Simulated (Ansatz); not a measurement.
**GdCoC: how the settings move a single-point run**

Aim: see which settings change the result for GdCoC, by how much, and at what cost.

Method: reference: DFT PBEsol, scalar-relativistic, plane waves, PAW, in Ansatz 0.2.0.

1 further run of the same task is left out (set aside as unsound or not needed). Runs told in other sessions of the task aren't counted.

## (1) The starting structure

It takes space group P4_2/mmc (No. 131, tetragonal). Conventional cell: a = 3.585 Å, b = 3.585 Å, c = 6.976 Å, α = 90.00°, β = 90.00°, γ = 90.00°. Gd (site symmetry -4m2) has 4 C at 2.50 Å in its first shell of neighbours. Co (site symmetry mmm) has 2 C at 1.79 Å in its first shell of neighbours. Around C (site symmetry mmm) lie 2 Co at 1.79 Å and 4 Gd at 2.50 Å.

As a file:

```xyz
12
Lattice="3.5846 -3.5846 0.0000 3.5846 3.5846 0.0000 0.0000 0.0000 6.9759" Properties=species:S:1:pos:R:3 pbc="T T T"
Gd    3.5846    0.0000    5.2319
Gd    0.0000    0.0000    5.2319
Gd    3.5846    0.0000    1.7440
Gd    0.0000    0.0000    1.7440
Co    1.7923    1.7923    0.0000
Co    1.7923   -1.7923    0.0000
Co    1.7923    1.7923    3.4879
Co    1.7923   -1.7923    3.4879
C     1.7923    0.0000    3.4879
C     5.3770    0.0000    3.4879
C     3.5846    1.7923    0.0000
C     3.5846   -1.7923    0.0000
```

## (2) The reference run

The input, input.yaml:

```yaml
crystal:
  lattice:
    - [3.5846376725, -3.5846376725, 0.0]
    - [3.5846376725, 3.5846376725, 0.0]
    - [0.0, 0.0, 6.9758980716]
  atoms:
    - { symbol: Gd, position: [0.5, 0.5, 0.75], spin: 7.54 }
    - { symbol: Gd, position: [0.0, 0.0, 0.75], spin: 7.54 }
    - { symbol: Gd, position: [0.5, 0.5, 0.25], spin: 7.54 }
    - { symbol: Gd, position: [0.0, 0.0, 0.25], spin: 7.54 }
    - { symbol: Co, position: [0.0, 0.5, 0.0], spin: -0.31 }
    - { symbol: Co, position: [0.5, 0.0, 0.0], spin: -0.31 }
    - { symbol: Co, position: [0.0, 0.5, 0.5], spin: -0.31 }
    - { symbol: Co, position: [0.5, 0.0, 0.5], spin: -0.31 }
    - { symbol: C, position: [0.25, 0.25, 0.5] }
    - { symbol: C, position: [0.75, 0.75, 0.5] }
    - { symbol: C, position: [0.25, 0.75, 0.0] }
    - { symbol: C, position: [0.75, 0.25, 0.0] }
basis:
  ecutwfc: 420
kpoints:
  mp_grid: { grid: [4, 4, 4] }
hamiltonian:
  xc: pbesol
scf:
  occupations: { method: gaussian, width: 0.05 }
  lower_state_search: "off"
output:
  forces: true
  stress: true
  eigenvalues: true
  populations: true
  hubbard: { sites: [{ species: Gd, l: f }] }
magnetization:
  spin_polarized: true
```

Started as:

```console
$ ansatz run input.yaml --threads 8 --pin off --max-ram 14336MiB --backend cpu --events-out ev --progress --plain --runs-dir out
```

## (3) The same system, input altered

input.yaml: that of step 2 with these lines changed.

```diff
@@ -18,4 +18,2 @@
     - { symbol: C, position: [0.75, 0.25, 0.0] }
-basis:
-  ecutwfc: 420
 kpoints:
@@ -25,11 +23,11 @@
 scf:
-  occupations: { method: gaussian, width: 0.05 }
+  occupations: { method: methfessel_paxton, width: 0.01 }
   lower_state_search: "off"
+  n_extra_bands: 2
 output:
   forces: true
+  eigenvalues: true
   stress: true
-  eigenvalues: true
-  populations: true
-  hubbard: { sites: [{ species: Gd, l: f }] }
 magnetization:
   spin_polarized: true
+accuracy: high
```

(Steps that only read results are left out.)

**Question.** What will these runs give? Wanted: for each run, ending; energy change.

As calculated:

```
                                                                                                              run     ending  energy change  cycles    time
                                                                                                        reference  converged              -      28   8.5 s
1: occupations.method methfessel_paxton, occupations.width 0.01, n_extra_bands 2, accuracy high, ecutwfc left out    refused              -       -  0.11 s
```

Times don't compare one to one where runs were asked for different outputs or read a saved state (see the inputs); cycles may leave out searches for a lower state.

Residual by cycle in the longest SCF loop of each run; runs are numbered as in the table. The quantity is the density residual dr2, in eV.

```
cycle  reference
    1        101
    3       4.05
    6      0.861
    8     0.0105
   11    0.00271
   13     0.0054
   16    0.00476
   18    0.00109
   21    0.00123
   23     6.8e-6
   26     6.7e-8
   28     1.2e-8
```

With the changed smearing, band count, accuracy level and cutoff the run ends refused. 1 of the 1 altered inputs did not end normally.
